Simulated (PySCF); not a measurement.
**The bond of SnBr−, level by level**

An exercise on one series of results from a longer session: the logs are not shown, and one member is left open.

Program: PySCF 2.14.0. Level of theory: Sn def2-TZVPPD with ECP28, Br def2-TZVPPD, scalar-relativistic core potentials. These are calculated values, not measurements.

Set-up of the first run:

The job is set up so:

```
atoms                         : Sn, Br
charge                        : -1
basis                         : Sn def2-TZVPPD with ECP28, Br def2-TZVPPD
Hamiltonian                   : scalar-relativistic core potentials
basis functions               : 113
electrons treated             : 58
masses in u                   : 119.9022, 78.9183
levels                        : PBE0, PBE, r²SCAN, TPSSh, B97-3, M06-L, B3LYP, revPBE, CAM-B3LYP, HF, MP2, SCS-MP2
grid                          : 80 radial by 434 angular points
occupations                   : held fixed by the projection of orbital angular momentum
dissociation limit            : Sn + Br−, each in its ground configuration
starting distance in angstrom : 2.565
values of 2S to try           : 0, 2
```

Launch:

```sh
$ OMP_NUM_THREADS=2 python dia.py task.json out
```

Among the steps run: Input; PBE0 along the bond; Other states along the same grid; PBE (GGA); r²SCAN (meta-GGA); TPSSh; B97-3 (global hybrid GGA); M06-L (meta-GGA); B3LYP (global hybrid GGA); revPBE (GGA); CAM-B3LYP (range-separated hybrid); UHF.

One of the session's tables, all rows but one given; the rest of the session is left out.

```
      level  Re (Å)  ωe (cm⁻¹)  De (eV)  μ (D)
        UHF   2.780      149.6     1.20  -1.26
    UHF-MP2   2.701      170.6     1.59    n/a
UHF-SCS-MP2   2.726      164.1     1.48    n/a
        PBE   2.731      164.0     1.69  -0.43
     revPBE   2.758      157.1     1.53  -0.57
     r²SCAN   2.704      171.8     1.76  -0.36
      M06-L       ?          ?        ?      ?
      TPSSh   2.718      167.8     1.66  -0.51
      B3LYP   2.755      157.7     1.48  -0.80
       PBE0   2.706      170.1     1.66  -0.52
      B97-3   2.738      161.1     1.51  -0.67
  CAM-B3LYP   2.725      163.8     1.48  -0.87
```

Estimate the missing values for M06-L.

As computed: Re (Å): 2.740; ωe (cm⁻¹): 159.4; De (eV): 1.69; μ (D): -0.30. In the column «Re (Å)» it lies between B97-3 (2.738) and B3LYP (2.755).

De is counted to Sn + Br− in their ground configurations. A positive dipole points from Sn to Br; in an ion it is taken about the centre of mass and does not tell which atom is negative.

Time per point (s) on 2 threads of Arm Neoverse V1, shared host (CPU time, shared integrals of 2.2 s apart; correlated levels include their reference); the times are rough: UHF 3.4, UHF-MP2 7.5, UHF-SCS-MP2 7.5, PBE 2.8, revPBE 1.8, r²SCAN 3.9, M06-L 4, TPSSh 5.8, B3LYP 5.4, PBE0 7.2, B97-3 3.6, CAM-B3LYP 10.

To keep in mind: Lowest PBE0 solution found, without spin–orbit coupling: ³Σ⁻ (triplet), unpaired electrons π ↑↑. Warnings in the runs' records: inverted.
